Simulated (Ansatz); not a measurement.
# Ga5Mo: the cost of one run

Program: Ansatz 0.2.0. Level of theory: DFT PBE, scalar-relativistic, plane waves, PAW, unless a step names another level. These are calculated values, not measurements.

## 1. Starting point

Symmetry: P4/mmm, No. 123, tetragonal system. Conventional cell: a = 3.508 Å, b = 3.508 Å, c = 8.038 Å, α = 90.00°, β = 90.00°, γ = 90.00°. Around Ga (site symmetry 4mm) lie 6 Ga at 2.54 to 2.84 Å and 4 Mo at 2.79 Å. Around Ga (site symmetry 4mm) lie 1 Mo at 2.65 Å and 9 Ga at 2.73 to 2.84 Å. Ga (site symmetry 4/mmm) has 10 Ga at 2.75 to 2.83 Å as nearest neighbours. Around Mo (site symmetry 4/mmm) lie 10 Ga at 2.65 to 2.79 Å.

Structure file:

```cif
data_structure
_symmetry_space_group_name_H-M 'P 1'
_symmetry_Int_Tables_number 1
_cell_length_a 3.5078
_cell_length_b 3.5078
_cell_length_c 8.0377
_cell_angle_alpha 90.000
_cell_angle_beta 90.000
_cell_angle_gamma 90.000
_cell_volume 98.90
loop_
_atom_site_label
_atom_site_type_symbol
_atom_site_fract_x
_atom_site_fract_y
_atom_site_fract_z
_atom_site_occupancy
Ga1 Ga 0.50000 0.50000 0.15822 1
Ga2 Ga 0.00000 0.00000 0.32994 1
Ga3 Ga 0.50000 0.50000 0.84178 1
Ga4 Ga 0.00000 0.00000 0.67006 1
Ga5 Ga 0.50000 0.50000 0.50000 1
Mo1 Mo 0.00000 0.00000 0.00000 1
```

It came out lowest among 17 distinct ends of the trial cells. At a tolerance of 0.05 Å it has space group P4/mmm (No. 123).

## 2. A stricter relaxation, on the response runs' mesh and smearing

Contents of input.yaml:

```yaml
crystal:
  lattice:
    - [3.5077540001, 0.0, 0.0]
    - [0.0, 3.5077540001, 0.0]
    - [0.0, 0.0, 8.0377380302]
  atoms:
    - { symbol: Ga, position: [0.5, 0.5, 0.1582240702] }
    - { symbol: Ga, position: [0.0, 0.0, 0.3299442918] }
    - { symbol: Ga, position: [0.5, 0.5, 0.8417759298] }
    - { symbol: Ga, position: [0.0, 0.0, 0.6700557082] }
    - { symbol: Ga, position: [0.5, 0.5, 0.5] }
    - { symbol: Mo, position: [0.0, 0.0, 0.0] }
basis:
  ecutwfc: 420
kpoints:
  mp_grid: { grid: [10, 10, 4] }
hamiltonian:
  xc: pbe
scf:
  occupations: { method: gaussian, width: 0.1 }
output:
  forces: true
  stress: true
  eigenvalues: true
relax:
  adjacent_minimum: "off"
  f_tol: 0.001
  max_steps: 60
  cell: { stress_tol: 0.01 }
```

Started as:

```
> ansatz run input.yaml --threads 3 --pin off --max-ram 7680MiB --backend cpu --events-out ev --progress --plain --runs-dir out
```

What time and memory should one allow on 3 threads of Intel Xeon Platinum 8259CL at 2.50GHz (Skylake/Cascade Lake), shared host?

About 20 s, with a peak of 0.63 GiB.
